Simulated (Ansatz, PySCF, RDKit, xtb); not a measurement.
**C2H9NOSi2: which of the isomers drawn lies lowest?**

Which of a sample of isomers of C2H9NOSi2 is the most stable in the gas at 298.15 K, and what are its properties? The sample is small against all isomers, and the most stable one of this formula need not be in it.

The funnel: GFN2-xTB relaxations, single points with a density functional, relaxations at B3LYP/def2-SVP, harmonic vibrations (at GFN2-xTB), and a last energy at a higher level. All values are calculated.

## (1) Possible bonding patterns

Isomers were taken from a list of plausible structures; this is a sample, not all of them. That gives 4 candidates.

| label | SMILES | spin |
| --- | --- | --- |
| c254 | C[Si@@H](C=O)N[SiH3] | singlet |
| c342 | C[SiH2]N([SiH3])C=O | singlet |
| c579 | C[SiH2]N[SiH2]C=O | singlet |
| c702 | CN([SiH3])[SiH2]C=O | singlet |

Candidates are built by distance geometry, with a force field where one applies, in up to four conformers (letters a to d).

Q: Predict the outcome of this search (final energies at CCSD(T)/def2-SVP + MP2/def2-TZVPP - MP2/def2-SVP).

| quantity | value |
| --- | --- |
| lowest structure found | C[SiH2]N([SiH3])C=O, singlet |
| next finalist | C[SiH2]N[SiH2]C=O, singlet, 13.1 kcal/mol higher in G |
| share at equilibrium, among the finalists | 100.0 % |
| dipole moment (PBE0/def2-SVPD) | 2.57 D |
| HOMO energy (PBE0/def2-SVPD) | -7.93 eV |
| LUMO energy (PBE0/def2-SVPD) | -0.28 eV |
| HOMO–LUMO gap (PBE0/def2-SVPD) | 7.65 eV |
| lowest excitation (TD-PBE0/def2-SVPD) | 5.43 eV (f = 0.000) |
| strongest of the states computed, same level | 7.16 eV (f = 0.060) |
| lowest triplet excitation, same level, Tamm-Dancoff | 4.89 eV |
| vertical ionisation energy | 9.78 eV |
| vertical electron affinity | -1.27 eV (unbound: the value depends on the basis) |
| vertical triplet less singlet | +4.86 eV |

`C[SiH2]N([SiH3])C=O` comes out lowest. The margin of 13.1 kcal/mol over the next finalist is beyond the usual error of the last level; it says nothing of structures that weren't ranked. GFN2-xTB, HF/STO-3G, r2SCAN-D4/def2-SVP, B3LYP/def2-SVP, HF/def2-SVP and MP2/def2-SVP already put its bonding pattern lowest among the structures in one piece. 6 minima inside the window were never screened. Lowest found is not proven lowest: the search is finite, and each finalist counts with one conformer. Only 4 drawn patterns were tried, so whole families of isomers are missing, and the result ranks this sample alone.
